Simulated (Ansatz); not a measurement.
**C₂H₉ClGaN: one species, many methods**

The task here is to estimate one member of a computed series from the others.

Computed with Ansatz 0.2.0, Gaussian basis. Level: functionals in def2-TZVPP, the program's frozen cores in correlated methods.

Plan: LDA (SPW92), PBE-D4, revPBE-D4, BLYP-D4, r2SCAN-D4, B97M-V, PBE0-D4, B3LYP-D4, r2SCANh-D4, r2SCAN0-D4, HSE06-D4, BHLYP-D4, CAM-B3LYP-D4, LC-ωPBE, ωB97X-V, ωB97M-V, B2PLYP, PBE-QIDH; CCSD(T)/def2-SVP; MP2/def2-TZVPP; MP2/def2-QZVPP; RPA on PBE.

## Structure used throughout

An earlier PBE0-D4 in a triple-zeta def2 set relaxation fixed the geometry.

14 atoms, charge 0, spin multiplicity 1.

Atoms are counted from 1 here; the program's logs count them from 0.

Bond lengths: C1–Ga2 1.972 Å, C1–H6 1.092 Å, C1–H7 1.092 Å, C1–H8 1.093 Å, Ga2–C3 1.972 Å, Ga2–N4 2.145 Å, Ga2–Cl5 2.227 Å, C3–H9 1.092 Å, C3–H10 1.092 Å, C3–H11 1.093 Å, N4–H12 1.014 Å, N4–H13 1.014 Å, N4–H14 1.014 Å. Angles: Ga2–C1–H6 110.1°, Ga2–C1–H7 111.1°, Ga2–C1–H8 111.8°, H6–C1–H7 107.4°, H6–C1–H8 107.5°, H7–C1–H8 108.6°, C1–Ga2–C3 127.0°, C1–Ga2–N4 102.6°, C1–Ga2–Cl5 112.6°, C3–Ga2–N4 102.6°, C3–Ga2–Cl5 112.6°, N4–Ga2–Cl5 91.5°, Ga2–C3–H9 110.1°, Ga2–C3–H10 111.1°, Ga2–C3–H11 111.8°, H9–C3–H10 107.4°, H9–C3–H11 107.5°, H10–C3–H11 108.6° and more.

The first run:

The input, in.yaml:

```yaml
crystal:
  periodic: [false, false, false]
  atoms:
    - {symbol: C, position_ang: [-1.792844, 0.854699, 0.212074]}
    - {symbol: Ga, position_ang: [0.141412, 0.491312, 0.080824]}
    - {symbol: C, position_ang: [1.308124, -0.244371, 1.490874]}
    - {symbol: N, position_ang: [0.232091, -1.020577, -1.438060]}
    - {symbol: Cl, position_ang: [1.198591, 1.950822, -1.227812]}
    - {symbol: H, position_ang: [-1.972565, 1.697080, 0.883954]}
    - {symbol: H, position_ang: [-2.211005, 1.118713, -0.761838]}
    - {symbol: H, position_ang: [-2.342197, -0.004274, 0.607076]}
    - {symbol: H, position_ang: [1.440206, 0.488636, 2.289983]}
    - {symbol: H, position_ang: [2.299330, -0.481548, 1.098050]}
    - {symbol: H, position_ang: [0.884617, -1.147274, 1.939267]}
    - {symbol: H, position_ang: [-0.169006, -1.921462, -1.202757]}
    - {symbol: H, position_ang: [1.208140, -1.151487, -1.681485]}
    - {symbol: H, position_ang: [-0.237797, -0.659472, -2.261351]}
basis:
  gaussian: {orbitals: def2-TZVPP}
hamiltonian: {xc: lda}
output: {orbitals: {seedname: orbitals}}
```

Started as:

```bash
> ansatz run in.yaml --threads 4 --pin off --events-out ev --progress --plain --max-ram 11315MiB
```

Among the steps run: LDA; PBE-D4 (GGA); revPBE-D4 (GGA); BLYP-D4 (GGA); r2SCAN-D4 (meta-GGA); B97M-V (meta-GGA); B3LYP-D4 (hybrid); r2SCANh-D4 (hybrid); r2SCAN0-D4 (hybrid); HSE06-D4 (hybrid); BHLYP-D4 (hybrid); CAM-B3LYP-D4 (range-separated); LC-ωPBE (range-separated); ωB97X-V (range-separated); ωB97M-V (range-separated); B2PLYP (double hybrid); PBE-QIDH (double hybrid).

One table of the session follows, with a row left open; its other results are not shown here.

It belongs to the step «Frontier levels by functional». 

| functional | HOMO (eV) | gap (eV) |
| --- | --- | --- |
| LDA (SPW92) | -6.00 | 4.96 |
| PBE-D4 | -5.85 | 4.92 |
| revPBE-D4 | -5.79 | 4.92 |
| BLYP-D4 | -5.70 | 4.73 |
| r2SCAN-D4 | -6.13 | 5.93 |
| B97M-V | -6.21 | 5.45 |
| PBE0-D4 | -7.12 | 6.99 |
| B3LYP-D4 | -6.88 | 6.39 |
| r2SCANh-D4 | -6.60 | 6.63 |
| r2SCAN0-D4 | -7.31 | 7.67 |
| HSE06-D4 | -6.72 | 6.23 |
| BHLYP-D4 | ? | ? |
| CAM-B3LYP-D4 | -8.46 | 9.06 |
| LC-ωPBE | -9.83 | 11.78 |
| ωB97X-V | -9.47 | 11.17 |
| ωB97M-V | -9.33 | 10.58 |

Q: Estimate the row for BHLYP-D4 from the others.

Worked estimate for «HOMO (eV)». Against the share of exact exchange, BLYP-D4 (0, -5.70), B3LYP-D4 (0.2, -6.88) give a slope of -5.90 per unit share; at 0.5 the line stands at -8.65.

As computed: HOMO (eV): -8.27; gap (eV): 8.71. In «HOMO (eV)» the line misses by -0.38.
